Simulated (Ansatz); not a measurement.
# Cr3Bi: the cost of one run

Method: DFT PBE, scalar-relativistic, plane waves, PAW, in Ansatz 0.2.0.

1 further run of the same task is left out (it didn't finish).

## (1) The system as given

Symmetry: Pm-3m, No. 221, cubic system. Conventional cell: a = 4.009 Å, b = 4.009 Å, c = 4.009 Å, α = 90.00°, β = 90.00°, γ = 90.00°. Cr (site symmetry 4/mmm) has 8 Cr at 2.83 Å and 4 Bi at 2.83 Å as nearest neighbours. Bi (site symmetry m-3m) has 12 Cr at 2.83 Å as nearest neighbours.

As a file:

```
CELL_PARAMETERS angstrom
4.00912 0.00000 0.00000
0.00000 4.00912 0.00000
0.00000 0.00000 4.00912
ATOMIC_POSITIONS crystal
Cr 0.00000 0.50000 0.50000
Cr 0.50000 0.00000 0.50000
Cr 0.50000 0.50000 0.00000
Bi 0.00000 0.00000 0.00000
```

(A quick probe on a coarse mesh, which set the mesh and smearing, is not shown.)

## (3) The relaxation

The input, input.yaml:

```yaml
crystal:
  lattice:
    - [4.0091216805, 0.0, 0.0]
    - [0.0, 4.0091216805, 0.0]
    - [0.0, 0.0, 4.0091216805]
  atoms:
    - { symbol: Cr, position: [0.0, 0.5, 0.5], spin: 2.4 }
    - { symbol: Cr, position: [0.5, 0.0, 0.5], spin: 2.4 }
    - { symbol: Cr, position: [0.5, 0.5, 0.0], spin: 2.4 }
    - { symbol: Bi, position: [0.0, 0.0, 0.0] }
basis:
  ecutwfc: 420
kpoints:
  mp_grid: { grid: [12, 12, 12] }
hamiltonian:
  xc: pbe
scf:
  occupations: { method: gaussian, width: 0.1 }
output:
  forces: true
  stress: true
  eigenvalues: true
  populations: true
magnetization:
  spin_polarized: true
relax:
  adjacent_minimum: "off"
  f_tol: 0.01
  max_steps: 80
  cell: { stress_tol: 0.05 }
```

Launch:

```bash
ansatz run input.yaml --threads 1 --pin off --max-ram 2560MiB --backend cpu --events-out ev --progress --plain --runs-dir out
```

What time and memory should one allow on 1 thread of Arm Neoverse V2, shared host?

About 1.8 min, with a peak of 0.59 GiB.
